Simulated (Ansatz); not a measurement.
The system is SrMg3O4.

```
CELL_PARAMETERS angstrom
3.30150 0.00000 0.00000
0.00000 3.30150 0.00000
0.00000 0.00000 8.97961
ATOMIC_POSITIONS crystal
Sr 0.00000 0.00000 0.00000
Mg 0.50000 0.50000 0.27235
Mg 0.00000 0.00000 0.50000
Mg 0.50000 0.50000 0.72765
O 0.50000 0.50000 0.50000
O 0.00000 0.00000 0.72502
O 0.50000 0.50000 0.00000
O 0.00000 0.00000 0.27498
```

The cell comes from a database or a generator and needn't be the stable form of this composition.

Base run:

- Program: Ansatz 0.2.0
- Functional: PBE
- Potentials or basis: Ansatz PAW
- Cutoff: 420 eV
- Density cutoff: 1680 eV
- k mesh: 8 × 8 × 3
- Occupations: fermi-dirac, width 0.05 eV
- Spin: no spin polarisation

Its results: band gap on the k mesh 2.16 eV, indirect (least direct gap 2.38 eV); pressure -0.8 GPa; largest force 0.088 eV/Å.

Problem. The run is repeated on the same cell with these changes: functional from PBE to LDA; occupations from fermi-dirac, width 0.05 eV to gaussian, width 0.05 eV. What comes out?

Solution. Band gap on the k mesh 2.06 eV, indirect (least direct gap 2.28 eV); pressure -8.6 GPa; largest force 0.195 eV/Å.

Caveats: odd divisions of the mesh miss points on the zone boundary, where band edges often lie, so the gap on the mesh can be too wide; the PAW data sets come from PBE, with cores solved anew for the run's functional, which leaves a small shift of forces and pressure (some runs).

A k mesh can miss the band edges.

Not every run made on this cell is shown here.
